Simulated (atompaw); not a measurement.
# Pseudopotential generation for germanium: PAW (atompaw), PBEsol

Aim: build the potential from the settings below, then test how well it stands in for the atom: scattering, ghost states and the plane-wave cutoff that it needs.

Method: atompaw 4.2.0.5, PBEsol, scalar-relativistic.

**1. The design**

The settings as typed:

```json
{
 "element": "germanium (Ge, Z = 32)",
 "type": "PAW",
 "frozen core": "[Ar]",
 "valence charge": "14",
 "reference configuration": "3d10 4s2 4p2",
 "partial waves": "4s (bound): rc 2.05 bohr; 4s channel at 0.2 Ry: rc 2.05 bohr; 4p (bound): rc 2.05 bohr; 4p channel at 2.7 Ry: rc 2.05 bohr; 3d (bound): rc 1.05 bohr; 3d channel at -1.45 Ry: rc 1.05 bohr",
 "local potential": "bessel scheme, radius 1.80 bohr",
 "core correction": "smooth core density matched at 1.60 bohr",
 "augmentation charge": "besselshape compensation charge, radius 1.55 bohr; PAW radius 2.05 bohr; waves and projectors: custom polynom gramschmidtortho"
}
```

The outer shells as boxes (Hund's rule for the drawing; the calculation is spin-unpolarised):

```
[Ar] core
3d [↑↓][↑↓][↑↓][↑↓][↑↓]
4s [↑↓]
4p [↑ ][↑ ][  ]
```

An earlier all-electron run gives the scale for the radii.

All-electron outer shells of the reference configuration (PBEsol, scalar-relativistic, ld1.x):

| shell | level (eV) | outermost node (bohr) | outermost maximum (bohr) |
| --- | --- | --- | --- |
| 3s | -168.12 | 0.26 | 0.54 |
| 3p | -115.43 | 0.23 | 0.54 |
| 3d | -29.31 | – | 0.50 |
| 4s | -11.74 | 0.77 | 1.75 |
| 4p | -3.90 | 0.82 | 2.22 |

**2. Generating the potential**

The input, Ge.input:

```
Ge 32
GGA-PBESOL scalarrelativistic loggrid 1500 logderivrange -4 5 226
4 4 3 0 0 0
4 1 2
0 0 0
c
c
c
v
c
c
v
v
2
2.05 1.55 1.80 1.60
y
0.2
n
y
2.7
n
y
-1.45
n
custom polynom gramschmidtortho besselshape
bessel
2.05
2.05
2.05
2.05
1.05
1.05
PWSCFOUT
UPFDX 0.0125d0 UPFXMIN -7.d0 UPFZMESH 32.d0
END
```

Run with:

```console
$ atompaw < Ge.input > Ge.log
```

What does the calculation give? Wanted: cutoffs for 10 and 1 mRy, occupied levels; bound ghosts; largest phase difference near zero energy, channels read; lowest eigenvalue of the overlap; share of valence orbitals outside the PAW sphere; UPF file.

**Answer**, as computed:

| quantity | value |
| --- | --- |
| cutoffs for 10 and 1 mRy, occupied levels | 160 Ry and 260 Ry |
| bound ghosts | none found |
| largest phase difference near zero energy, channels read | 0.002 rad |
| lowest eigenvalue of the overlap (Bessel basis) | 0.272 (s) |
| share of valence orbitals outside the PAW sphere | 4s 47 %, 4p 73 %, 3d 1 % |
| UPF file | written |

The potential is very hard: the looser tolerance needs 160 Ry. The slowest occupied level is 3d: taken alone it needs 160 Ry to come within 1 mRy, against 12 Ry for 4s. The Bessel-basis test finds no level below the valence levels. Near zero energy the phases of the channels with partial waves agree within 0.002 rad. These are tests on the free atom; a crystal test is still owed.
